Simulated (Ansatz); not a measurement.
**C6H10O: one species, many methods**

How much do the methods differ for C6H10O? The plan is to run it at one geometry with functionals of several rungs and with coupled cluster, and see how far each lands from CCSD(T) at the basis-set limit for the atomisation energy.

Computed with Ansatz 0.2.0, Gaussian basis. Level: functionals in def2-TZVPP, the program's frozen cores in correlated methods.

Levels to be run: PBE-D4, r2SCAN-D4, PBE0-D4, B3LYP-D4, ωB97X-V, ωB97M-V, B2PLYP; CCSD(T)/def2-TZVPP; MP2/def2-QZVPP; extrapolation to the limit.

## 1. The relaxed structure

All runs share one geometry, relaxed beforehand with PBE0-D4 in a triple-zeta def2 set.

SMILES `CC(=O)C=C(C)C`, 17 atoms, charge 0, spin multiplicity 1.

Atoms are counted from 1 here; the program's logs count them from 0.

Bond lengths: C1–C2 1.509 Å, C1–H8 1.088 Å, C1–H9 1.094 Å, C1–H10 1.094 Å, C2–O3 1.214 Å, C2–C4 1.476 Å, C4–C5 1.343 Å, C4–H11 1.087 Å, C5–C6 1.491 Å, C5–C7 1.494 Å, C6–H12 1.085 Å, C6–H13 1.096 Å, C6–H14 1.095 Å, C7–H15 1.095 Å, C7–H16 1.090 Å, C7–H17 1.095 Å. Angles: C2–C1–H8 109.9°, C2–C1–H9 110.2°, C2–C1–H10 110.1°, H8–C1–H9 109.9°, H8–C1–H10 109.8°, H9–C1–H10 106.8°, C1–C2–O3 120.6°, C1–C2–C4 114.5°, O3–C2–C4 124.9°, C2–C4–C5 127.9°, C2–C4–H11 114.7°, C5–C4–H11 117.4°, C4–C5–C6 125.1°, C4–C5–C7 119.9°, C6–C5–C7 115.0°, C5–C6–H12 112.4°, C5–C6–H13 109.4°, C5–C6–H14 109.6° and more.

As a file:

```mol
C6H10O
  3D, bonds by distance, orders not assigned

 17 16  0  0  0  0  0  0  0  0999 V2000
   -2.6886    0.3805    0.8726 C   0  0
   -1.2114    0.1154    1.0286 C   0  0
   -0.7236   -0.0356    2.1300 O   0  0
   -0.4624    0.0597   -0.2415 C   0  0
    0.8578   -0.1148   -0.4132 C   0  0
    1.8489   -0.2963    0.6855 C   0  0
    1.4331   -0.1377   -1.7919 C   0  0
   -3.1648    0.4142    1.8504 H   0  0
   -2.8500    1.3264    0.3472 H   0  0
   -3.1488   -0.4032    0.2633 H   0  0
   -1.0707    0.1837   -1.1337 H   0  0
    1.3970   -0.2102    1.6684 H   0  0
    2.3197   -1.2813    0.5913 H   0  0
    2.6547    0.4377    0.5784 H   0  0
    1.9647   -1.0789   -1.9663 H   0  0
    0.6702   -0.0197   -2.5617 H   0  0
    2.1739    0.6602   -1.9076 H   0  0
  1  2  8  0
  2  3  8  0
  2  4  8  0
  4  5  8  0
  5  6  8  0
  5  7  8  0
  1  8  8  0
  1  9  8  0
  1 10  8  0
  4 11  8  0
  6 12  8  0
  6 13  8  0
  6 14  8  0
  7 15  8  0
  7 16  8  0
  7 17  8  0
M  END
```

## 2. PBE-D4 (GGA)

The input, in.yaml:

```yaml
crystal:
  periodic: [false, false, false]
  atoms:
    - {symbol: C, position_ang: [-2.688588, 0.380491, 0.872616]}
    - {symbol: C, position_ang: [-1.211410, 0.115387, 1.028618]}
    - {symbol: O, position_ang: [-0.723598, -0.035557, 2.130039]}
    - {symbol: C, position_ang: [-0.462388, 0.059683, -0.241478]}
    - {symbol: C, position_ang: [0.857837, -0.114778, -0.413172]}
    - {symbol: C, position_ang: [1.848931, -0.296275, 0.685492]}
    - {symbol: C, position_ang: [1.433055, -0.137748, -1.791862]}
    - {symbol: H, position_ang: [-3.164752, 0.414195, 1.850408]}
    - {symbol: H, position_ang: [-2.849971, 1.326403, 0.347230]}
    - {symbol: H, position_ang: [-3.148761, -0.403228, 0.263290]}
    - {symbol: H, position_ang: [-1.070681, 0.183701, -1.133744]}
    - {symbol: H, position_ang: [1.396991, -0.210240, 1.668444]}
    - {symbol: H, position_ang: [2.319746, -1.281341, 0.591306]}
    - {symbol: H, position_ang: [2.654750, 0.437715, 0.578430]}
    - {symbol: H, position_ang: [1.964718, -1.078933, -1.966303]}
    - {symbol: H, position_ang: [0.670244, -0.019737, -2.561661]}
    - {symbol: H, position_ang: [2.173878, 0.660249, -1.907643]}
basis:
  gaussian: {orbitals: def2-TZVPP}
hamiltonian: {xc: pbe, dispersion: d4}
output: {forces: true, orbitals: {seedname: orbitals}}
```

Launch:

```console
ansatz run in.yaml --threads 2 --pin off --events-out ev --progress --plain --max-ram 31744MiB --backend cuda --devices 0, --max-vram 18GiB
```

Further steps of the session: r2SCAN-D4 (meta-GGA); PBE0-D4 (hybrid); B3LYP-D4 (hybrid); ωB97X-V (range-separated); ωB97M-V (range-separated); B2PLYP (double hybrid); CCSD(T) in def2-TZVPP; MP2 in def2-QZVPP.

**Question.** What will the summary of the whole plan be? Wanted: atomisation energy, CCSD(T)/CBS; farthest; mean size of error, hybrid; mean size of error, range-separated; gap, smallest and largest; T1 diagnostic; triples share of the correlation energy.

The runs gave:

| quantity | value |
| --- | --- |
| atomisation energy, CCSD(T)/CBS | 7191.5 kJ/mol |
| functionals within 36.0 kJ/mol (0.5 %) | B3LYP-D4, ωB97X-V, ωB97M-V |
| farthest | PBE-D4 (+213.4 kJ/mol) |
| mean size of error, hybrid | 52.9 kJ/mol |
| mean size of error, range-separated | 23.0 kJ/mol |
| gap, smallest and largest | 3.05 eV (PBE-D4), 10.31 eV (ωB97X-V) |
| T1 diagnostic | 0.0136 |
| triples share of the correlation energy | 4.2 % |

**Reading.** PBE-D4 is off by +213.4 kJ/mol. Double hybrids carry the basis error of their MP2 part in triple zeta, and no dispersion term here, so their miss is partly the set-up's. Misses under about 36.0 kJ/mol are within the doubt on the reference itself, which lacks core-valence correlation, relativity and higher excitations. Hartree-Fock recovers 74 % of the binding; the rest is correlation. The gap grows from 3.1 to 10.3 eV across the functionals, mostly with the share of exact exchange.
